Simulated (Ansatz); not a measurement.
# BeB12: the cost of one run

Program: Ansatz 0.2.0. Level of theory: DFT PBE, scalar-relativistic, plane waves, PAW. These are calculated values, not measurements.

## 1. Starting point

It takes space group Pm-3m (No. 221, cubic). Conventional cell: a = 4.919 Å, b = 4.919 Å, c = 4.919 Å, α = 90.00°, β = 90.00°, γ = 90.00°. Be (site symmetry m-3m) has 24 B at 2.75 Å as nearest neighbours. B (site symmetry mm2) has 4 B at 1.73 to 1.74 Å as nearest neighbours.

Coordinates:

```
Be B
1.0
     4.91913    0.00000    0.00000
     0.00000    4.91913    0.00000
     0.00000    0.00000    4.91913
Be B
1 12
Direct
  0.50000 0.50000 0.50000
  0.24933 0.50000 0.00000
  0.75067 0.50000 0.00000
  0.00000 0.24933 0.50000
  0.00000 0.75067 0.50000
  0.50000 0.00000 0.24933
  0.50000 0.00000 0.75067
  0.50000 0.24933 0.00000
  0.50000 0.75067 0.00000
  0.24933 0.00000 0.50000
  0.75067 0.00000 0.50000
  0.00000 0.50000 0.75067
  0.00000 0.50000 0.24933
```

The cell was relaxed beforehand at this level, from a generated guess; it needn't be the stable form of this composition. At a tolerance of 0.05 Å it has space group Pm-3m (No. 221); it has 9.16 Å³/atom, an uncorrected energy of +1.03 eV/atom over the elements.

## 2. Static run: bands, density of states and charges

Contents of input.yaml:

```yaml
crystal:
  lattice:
    - [4.9191266156, 0.0, 0.0]
    - [0.0, 4.9191266156, 0.0]
    - [0.0, 0.0, 4.9191266156]
  atoms:
    - { symbol: Be, position: [0.5, 0.5, 0.5] }
    - { symbol: B, position: [0.2493290409, 0.5, 0.0] }
    - { symbol: B, position: [0.7506709591, 0.5, 0.0] }
    - { symbol: B, position: [0.0, 0.2493290409, 0.5] }
    - { symbol: B, position: [0.0, 0.7506709591, 0.5] }
    - { symbol: B, position: [0.5, 0.0, 0.2493290409] }
    - { symbol: B, position: [0.5, 0.0, 0.7506709591] }
    - { symbol: B, position: [0.5, 0.2493290409, 0.0] }
    - { symbol: B, position: [0.5, 0.7506709591, 0.0] }
    - { symbol: B, position: [0.2493290409, 0.0, 0.5] }
    - { symbol: B, position: [0.7506709591, 0.0, 0.5] }
    - { symbol: B, position: [0.0, 0.5, 0.7506709591] }
    - { symbol: B, position: [0.0, 0.5, 0.2493290409] }
basis:
  ecutwfc: 420
kpoints:
  mp_grid: { grid: [8, 8, 8] }
  band_path:
    path:
      - [[0.0, 0.0, 0.0], [0.0, 0.5, 0.0], [0.5, 0.5, 0.0], [0.0, 0.0, 0.0], [0.5, 0.5, 0.5], [0.0, 0.5, 0.0]]
      - [[0.5, 0.5, 0.5], [0.5, 0.5, 0.0]]
    npoints: 10
hamiltonian:
  xc: pbe
scf:
  occupations: { method: gaussian, width: 0.1 }
  n_extra_bands: 32
output:
  forces: true
  stress: true
  eigenvalues: true
  populations: true
  dos: { projected: true, de: 0.02, nscf_kmesh: { grid: [10, 10, 10] } }
  bader: false
  write_density: true
  write_potential: true
  elf: true
  volumetric_format: npy
```

Launch:

```sh
> ansatz run input.yaml --threads 1 --pin off --max-ram 2560MiB --backend cpu --events-out ev --progress --plain --runs-dir out
```

**Question.** How long does this run take on 1 thread of Arm Neoverse V2, shared host, and how much memory does it need?

About 32 s, with a peak of 0.48 GiB.
